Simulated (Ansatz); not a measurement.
**AsNH3− (SMILES [NH-][AsH2]): one structure at several levels**

The task here is to estimate one member of a computed series from the others.

Method: single points in def2-TZVPPD; program: Ansatz 0.2.0, Gaussian basis.

Cores are frozen in the correlated methods. Filled d shells of the heavier atoms are correlated.

**Where the work starts**

SMILES `[NH-][AsH2]`, 5 atoms, charge -1, spin multiplicity 1.

Atoms are counted from 1 here; the program's logs count them from 0.

Bond lengths: N1–As2 1.632 Å, N1–H3 1.036 Å, As2–H4 1.559 Å, As2–H5 1.729 Å. Angles: As2–N1–H3 114.6°, N1–As2–H4 98.3°, N1–As2–H5 108.3°, H4–As2–H5 90.6°.

Coordinates:

```xyz
5

N     0.2347   -0.7096    0.8096
As    0.0574    0.0421   -0.6283
H     1.1982   -1.0324    1.0121
H    -1.4957   -0.0353   -0.7330
H    -0.0295    1.7453   -0.3431
```

The first run:

The input, run/in.yaml:

```yaml
crystal:
  periodic: [false, false, false]
  atoms:
    - {symbol: N, position_ang: [0.234700, -0.709600, 0.809600]}
    - {symbol: As, position_ang: [0.057400, 0.042100, -0.628300]}
    - {symbol: H, position_ang: [1.198200, -1.032400, 1.012100]}
    - {symbol: H, position_ang: [-1.495700, -0.035300, -0.733000]}
    - {symbol: H, position_ang: [-0.029500, 1.745300, -0.343100]}
basis:
  gaussian: {orbitals: "def2-TZVPPD.json"}
total_charge: -1
correlation: {method: ccsd_t}
output: {forces: true}
```

The basis file named in the input lies beside it (Basis Set Exchange, JSON).

No record of the launch command was kept for these runs.

Among the steps run: CCSD(T)/def2-TZVPPD; PBE0-D4/def2-TZVPPD; wB97M-V/def2-TZVPPD; r2SCAN-D4/def2-TZVPPD; PBE-D4/def2-TZVPPD; revPBE-D4/def2-TZVPPD; B97M-V/def2-TZVPPD.

One of the session's tables, all rows but one given; the rest of the session is left out.

```
   method  RMS force component (eV/Å)  angle to CCSD(T) forces (°)
  CCSD(T)                       2.310                    reference
  PBE0-D4                       2.168                          2.1
  wB97M-V                       2.193                          1.7
r2SCAN-D4                       2.199                          2.4
   PBE-D4                           ?                            ?
revPBE-D4                       2.366                          6.3
   B97M-V                       2.115                          4.0
```

**Question.** Estimate the row for PBE-D4.

**Answer.** RMS force component (eV/Å): 2.310; angle to CCSD(T) forces (°): 5.6.

To keep in mind: The anion's highest level is positive in at least one run, so there the basis alone may hold the extra electron.
